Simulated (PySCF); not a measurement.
# C5H4N2Si: the cost of one run

Computed with PySCF 2.14.0 and routines of our own; the level stands in each step. Atoms count from 0.

### Step 1. The starting structure

12 atoms, charge 0, multiplicity 1; geometry from: GFN2-xTB.

### Step 2. Geometry optimisation at PBE0-D3(BJ)/def2-SVP

The job: settings as JSON, then the geometry in Å.

```
{"job": {"xc": "PBE0", "basis": "def2-SVP", "d3": "d3bj", "grid": 2, "kind": "geom"}, "charge": 0, "multiplicity": 1}
N      3.768992     0.002955    -0.779636
C      2.891627     0.065964    -0.045129
C      1.820646     0.126829     0.868137
C      0.592399     0.317253     0.466310
C     -0.624897     0.429138     0.030748
Si    -1.696043    -1.087301    -0.444481
C     -1.247257     1.678564    -0.131705
N     -1.801950     2.671099    -0.275700
H      2.076051     0.021783     1.914824
H     -2.902520    -1.010797     0.376788
H     -1.991558    -0.954600    -1.868445
H     -0.884294    -2.261572    -0.137738
```

On the command line:

```console
OMP_NUM_THREADS=1 python excited_run.py task.json out
```

This one command runs all jobs of the session in turn.

**Question.** How long does this first job take on 1 thread of AMD EPYC 7R43, shared host, and how much memory does it need?

About 35 s, with a peak of 0.75 GiB.
